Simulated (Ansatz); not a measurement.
Crystal: NaLaMnMoO6.

```
Na La Mn Mo O
1.0
     5.55735    0.00000    0.00053
     0.00000    5.59794    0.00000
    -0.06290    0.00000    8.02462
Na La Mn Mo O
2 2 2 2 12
Direct
  0.75008 0.51572 0.49924
  0.24992 0.01572 0.50076
  0.25715 0.95896 0.99937
  0.74285 0.45896 0.00063
  0.24767 0.48762 0.25607
  0.75233 0.98762 0.74393
  0.75559 0.99666 0.27090
  0.24441 0.49666 0.72910
  0.67335 0.97830 0.49061
  0.03402 0.81017 0.27726
  0.93353 0.28910 0.28026
  0.47817 0.20966 0.19922
  0.54435 0.73563 0.20079
  0.82956 0.01818 0.00392
  0.32665 0.47830 0.50939
  0.96598 0.31017 0.72274
  0.06647 0.78910 0.71974
  0.52183 0.70966 0.80078
  0.45565 0.23563 0.79921
  0.17044 0.51818 0.99608
```

The cell was built by a generator and needn't be a form met in nature.

Base run:

```yaml
Program: Ansatz 0.2.0
Functional: PBE
Potentials_or_basis: Ansatz PAW
Cutoff: "420 eV (not typed: the program's choice for these potentials)"
k_mesh: 5 × 5 × 4
Occupations: fermi-dirac, width 0.05 eV
Spin: collinear spin, ferromagnetic start
Starting_moments: "[0.0, 0.0, 0.0, 0.0, 4.0, 4.0, 1.0, 1.0, 0.0, 0.0, 0.0, 0.0, 0.0, 0.0, 0.0, 0.0, 0.0, 0.0, 0.0, 0.0] μB"
Hubbard_terms: La f U = 4 eV, Mn d U = 4 eV, Mo d U = 4 eV
```

Its results: band gap on the k mesh 1.09 eV, indirect (least direct gap 1.12 eV); pressure 2.6 GPa; net moment 10.00 μB per cell; site moments Na +0.00; La +0.00; Mn +4.04; Mo +0.16; O -0.01, -0.00, +0.00, +0.01, +0.03 μB; largest force 0.841 eV/Å.

Task: The run is repeated on the same cell with these changes: hubbard terms from La f U = 4 eV, Mn d U = 4 eV, Mo d U = 4 eV to La f U = 8 eV, Mn d U = 8 eV, Mo d U = 8 eV. What comes out?

Result: Band gap on the k mesh 1.53 eV, indirect (least direct gap 1.55 eV); pressure 4.8 GPa; net moment 10.00 μB per cell; site moments Na -0.00; La +0.00; Mn +4.14; Mo +0.21; O -0.06, -0.05, -0.04, -0.02, -0.03, +0.01 μB; largest force 1.209 eV/Å.

Caveats: the magnetic or orbital state may not be the lowest; odd divisions of the mesh miss points on the zone boundary, where band edges often lie, so the gap on the mesh can be too wide; spin-orbit coupling is left out, which moves the levels of the heavy elements; only a ferromagnetic start was run, and an antiferromagnetic order may lie lower in energy; forces of over 1 eV/Å show positions far from the minimum, so gaps and moduli don't describe the material at rest (some runs).

A k mesh can miss the band edges.
